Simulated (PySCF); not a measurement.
# C7H7BN2: the cost of one run

Computed with PySCF 2.14.0 and routines of our own; the level stands in each step. Atoms count from 0.

## Step 1: The system as given

17 atoms, charge 0, multiplicity 1; geometry from: GFN2-xTB.

## Step 2: Optimising the geometry at PBE0-D3(BJ)/def2-SVP

What the job is given:

```
{"job": {"xc": "PBE0", "basis": "def2-SVP", "d3": "d3bj", "grid": 2, "kind": "geom"}, "charge": 0, "multiplicity": 1}
C      0.057241     3.592358    -0.156671
N      0.300048     2.447285    -0.131362
B      0.646844     1.066110    -0.096900
C      2.074299     0.568759    -0.028376
C      2.294869    -0.775428     0.013127
C      1.211274    -1.679917    -0.021161
C     -0.073196    -1.239712    -0.081162
N     -0.396098     0.079531    -0.110819
C     -1.745659     0.457996    -0.131850
C     -2.769330    -0.247945     0.325014
H      2.927354     1.233158    -0.010491
H      3.296611    -1.182115     0.063253
H      1.400653    -2.741797    -0.011166
H     -0.892163    -1.941938    -0.136464
H     -1.903698     1.446745    -0.540112
H     -2.668745    -1.215270     0.785982
H     -3.767301     0.144210     0.259249
```

Run with:

```bash
$ OMP_NUM_THREADS=1 python excited_run.py task.json out
```

One launch serves the whole session: the jobs run in the order shown.

**Question.** How long does this first job take on 1 thread of Arm Neoverse V2, shared host, and how much memory does it need?

About 83 s, with a peak of 0.8 GiB.
